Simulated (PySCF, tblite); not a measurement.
# C₅H₆NO₃ radical: geometry, infrared bands and EPR parameters

What infrared bands and EPR parameters should C₅H₆NO₃ radical (`C=N[C@H]1[CH]OC(=O)OC1`) show?

Computed with tblite 0.8.0 and PySCF 2.14.0, with density-fitted response routines of our own, on a single molecule in the gas phase. Atoms count from 0, in the outputs and in this text.

### Step 1. Starting geometry

15 atoms, charge 0, multiplicity 2; geometry from: force field or distance geometry start.

Bonds of the start (Å): C0–N1 1.29, N1–C2 1.42, C2–C3 1.51, C3–O4 1.42, O4–C5 1.40, C5–O6 1.27, C5–O7 1.40, O7–C8 1.40, C8–C2 1.52, C0–H9 1.07, C0–H10 1.09, C2–H11 1.12, C3–H12 1.08, C8–H13 1.13, C8–H14 1.08.

### Step 2. Relaxing the molecule with GFN2-xTB

Job settings and geometry (Å):

```
{"job": {"kind": "relax", "xc": "GFN2-xTB", "basis": "xTB"}, "charge": 0, "multiplicity": 2}
C      2.569400     0.577300    -0.368500
N      1.608500    -0.266700    -0.494300
C      0.341700    -0.073900     0.127100
C     -0.277300     1.176400    -0.460400
O     -1.687600     1.201400    -0.334200
C     -2.449600     0.056100    -0.064500
O     -3.718900     0.113900    -0.030000
O     -1.820600    -1.167400     0.188900
C     -0.473800    -1.319300    -0.163600
H      3.490500     0.331700    -0.863900
H      2.473700     1.504400     0.187900
H      0.383100     0.076200     1.232200
H      0.076500     1.448800    -1.447700
H     -0.451800    -1.422200    -1.285300
H     -0.068400    -2.228900     0.248600
```

On the command line:

```
$ OMP_NUM_THREADS=1 python probes_run.py task.json out
```

One launch serves the whole session: the jobs run in the order shown.

**Question.** This job is followed by: GFN2-xTB harmonic vibrations, gas phase; UKS B3LYP, pcH-1 on C H N O, non-relativistic, mean-field spin-orbit, GIAO. Predict these results of the whole session: strongest single infrared mode (GFN2-xTB); zero-point energy (GFN2-xTB); g(iso) (B3LYP); ⟨S²⟩; largest a(iso); surface potential, 1st and 99th percentile.

The runs gave:

| quantity | value |
| --- | --- |
| strongest single infrared mode (GFN2-xTB) | 1780 cm⁻¹, 823 km/mol |
| zero-point energy (GFN2-xTB) | 66.3 kcal/mol |
| g(iso) (B3LYP) | 2.00298 |
| ⟨S²⟩ | 0.754 (exact 0.75) |
| largest a(iso) | 13C on C3, 114.6 MHz |
| surface potential, 1st and 99th percentile | -1.89 V and 1.37 V |

In words: Over 111 steps the energy fell by 0.852 eV; of the close pairs, C5–O6 changed most, 1.271 to 1.195 Å. All 39 modes are real, so the xTB geometry is a minimum. The strongest single mode, at 1780 cm⁻¹, moves mainly C5 and O6. GFN2-xTB is a fitted tight-binding method: band positions and strengths are rough. Its intensities can rank the bands wrongly. Most of the unpaired spin sits on C3 (0.91 e). The isotropic g lies 0.7 ppt above the free-electron value.
